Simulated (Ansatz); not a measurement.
# CaMn2Bi2: the cost of one run

Program: Ansatz 0.2.0. Level of theory: DFT PBE+U, scalar-relativistic, plane waves, PAW. These are calculated values, not measurements.

**1. The system as given**

The structure is trigonal, space group P-3m1 (No. 164). The conventional cell has a = 4.626 Å, b = 4.626 Å, c = 7.729 Å, α = 90.00°, β = 90.00°, γ = 120.00°. Ca (site symmetry -3m) has 6 Bi at 3.29 Å as nearest neighbours. Around Mn (site symmetry 3m) lie 4 Bi at 2.86 to 2.87 Å and 3 Mn at 3.26 Å. Around Bi (site symmetry 3m) lie 4 Mn at 2.86 to 2.87 Å.

As a file:

```cif
data_structure
_symmetry_space_group_name_H-M 'P-3m1'
_symmetry_Int_Tables_number 164
_cell_length_a 4.6264
_cell_length_b 4.6264
_cell_length_c 7.7288
_cell_angle_alpha 90.000
_cell_angle_beta 90.000
_cell_angle_gamma 120.000
_cell_volume 143.26
loop_
_atom_site_label
_atom_site_type_symbol
_atom_site_symmetry_multiplicity
_atom_site_Wyckoff_symbol
_atom_site_fract_x
_atom_site_fract_y
_atom_site_fract_z
_atom_site_occupancy
Ca1 Ca 1 a 0.00000 0.00000 0.00000 1
Mn1 Mn 2 d 0.66667 0.33333 0.62073 1
Bi1 Bi 2 d 0.66667 0.33333 0.24881 1
```

**2. Relaxing cell and atoms: CaMn2Bi2, moments +−**

input.yaml reads:

```yaml
crystal:
  lattice:
    - [4.6263818529, 0.0, 0.0]
    - [-2.3131909265, 4.0065642123, 0.0]
    - [0.0, 0.0, 7.728792]
  atoms:
    - { symbol: Ca, position: [0.0, 0.0, 0.0] }
    - { symbol: Mn, position: [0.66666667, 0.33333333, 0.620735], spin: 4.0 }
    - { symbol: Mn, position: [0.33333333, 0.66666667, 0.379265], spin: -4.0 }
    - { symbol: Bi, position: [0.66666667, 0.33333333, 0.248809] }
    - { symbol: Bi, position: [0.33333333, 0.66666667, 0.751191] }
magnetization:
  spin_polarized: true
scf:
  occupations: { method: gaussian, width: 0.03 }
output:
  forces: true
  stress: true
  eigenvalues: true
  populations: true
hamiltonian:
  xc: pbe
  hubbard: { sites: [{ species: Mn, l: d, u_eff: 2.0 }] }
kpoints:
  mp_grid: { grid: [10, 10, 6] }
relax:
  f_tol: 0.003
  max_steps: 60
  cell: { stress_tol: 0.03, p_target: 0 }
```

Command:

```console
$ ansatz run input.yaml --threads 8 --pin off --max-ram 12288MiB --backend cpu --events-out ev --progress --plain --runs-dir out
```

Q: Estimate wall time and peak memory on 8 threads of Arm Neoverse N1, shared host.

About 3.2 min, with a peak of 1.3 GiB.
